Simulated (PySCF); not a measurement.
**ClNTi with other numerical set-ups**

Aim: see how much the energy and properties of ClNTi depend on the numerical set-up.

Program: PySCF 2.14.0. Level of theory: each script names its method and basis. These are calculated values, not measurements.

## (1) Where the work starts

ClNTi: 3 atoms, charge 0, spin multiplicity 1.

Bond lengths: Ti1–N2 1.545 Å, Ti1–Cl3 2.275 Å. Angles: N2–Ti1–Cl3 118.0°.

## (2) The run that the others are compared with

Contents of input.py:

```python
from pyscf import gto, scf, mp

mol = gto.M(
    atom='Ti -0.5117 0 -0.5385; N -1.8363 0 0.2569; Cl 1.4367 0 0.635',
    basis='6-31g',
    charge=0,
    spin=0,
    symmetry=True,
    verbose=3,
)
mf = scf.RHF(mol)
mf.kernel()
mp.MP2(mf, frozen=11).kernel()
mf.dip_moment()
print('orbital energies (hartree):', mf.mo_energy[..., max(0, mol.nelec[1]-3):mol.nelec[0]+3].round(4))
```

Launch:

```sh
> OMP_NUM_THREADS=1 python input.py
```

Its log is not repeated here.

In short: E(SCF) = -1362.199607 Eh, E(MP2) − E(SCF) = -0.46474 Eh, μ = 7.28 D (of the SCF density).

## (3) Lanl2dz (core potential on)

Edit 1 changes basis set: 6-31g → lanl2dz; core potential: off → on; frozen orbitals: 11 → 1. The core potential changes with it: totals don't compare.

input.py, as its differences from that of step 2:

```diff
@@ -4,3 +4,4 @@
     atom='Ti -0.5117 0 -0.5385; N -1.8363 0 0.2569; Cl 1.4367 0 0.635',
-    basis='6-31g',
+    basis='lanl2dz',
+    ecp={'Ti': 'lanl2dz', 'Cl': 'lanl2dz'},
     charge=0,
@@ -12,3 +13,3 @@
 mf.kernel()
-mp.MP2(mf, frozen=11).kernel()
+mp.MP2(mf, frozen=1).kernel()
 mf.dip_moment()
```

Launch:

```sh
> OMP_NUM_THREADS=1 python input.py
```

Standard output:

```text
converged SCF energy = -126.613247560798
E(RMP2) = -127.049281130098  E_corr = -0.436033569299546
E(SCS-RMP2) = -127.018435973514  E_corr = -0.405188412715482
Dipole moment(X, Y, Z, Debye): -0.70796, -0.00000, -7.13274
orbital energies (hartree): [-0.4235 -0.4165 -0.3949 -0.036   0.0184  0.0391]
```

It took 1.3 s on 1 thread of Arm Neoverse N1, shared host.

This run: E(SCF) = -126.613248 Eh, E(MP2) − E(SCF) = -0.43603 Eh, μ = 7.17 D (of the SCF density).

## (4) Cartesian functions on

Edit 2 changes Cartesian functions: off → on.

input.py, as its differences from that of step 2:

```diff
@@ -8,2 +8,3 @@
     symmetry=True,
+    cart=True,
     verbose=3,
```

Launch:

```sh
> OMP_NUM_THREADS=1 python input.py
```

Standard output:

```text
converged SCF energy = -1362.20263991362
E(RMP2) = -1362.67694430536  E_corr = -0.474304391735018
E(SCS-RMP2) = -1362.64392506358  E_corr = -0.441285149958677
Dipole moment(X, Y, Z, Debye): -0.73611, -0.00000, -7.21712
orbital energies (hartree): [-0.412  -0.4031 -0.3824 -0.0308  0.0402  0.0738]
```

It took 1.9 s on 1 thread of Arm Neoverse N1, shared host.

Result: E(SCF) = -1362.202640 Eh (-0.0825 eV from the base), E(MP2) − E(SCF) = -0.47430 Eh, μ = 7.25 D (of the SCF density).

## (5) Side by side

| run | E(SCF) (hartree) | from base (eV) | gap (eV) | SCF dipole (D) | functions | after the SCF |
| --- | --- | --- | --- | --- | --- | --- |
| base | -1362.199607 | 0 | 9.58 | 7.28 | 49 | MP2 correlation -12.646 eV, core frozen |
| lanl2dz (core potential on) | -126.613248 | not comparable | n/a | 7.17 | 39 | MP2 correlation -11.865 eV, core frozen |
| Cartesian functions on | -1362.202640 | -0.0825 | 9.57 | 7.25 | n/a | MP2 correlation -12.906 eV, core frozen |

Wall time on 1 thread of Arm Neoverse N1, shared host, start-up included: base 2 s; lanl2dz (core potential on) 1.3 s; Cartesian functions on 1.9 s.

What this shows: Total energies from different bases, Hamiltonians or methods carry different errors, so properties are taken as differences within one set-up.
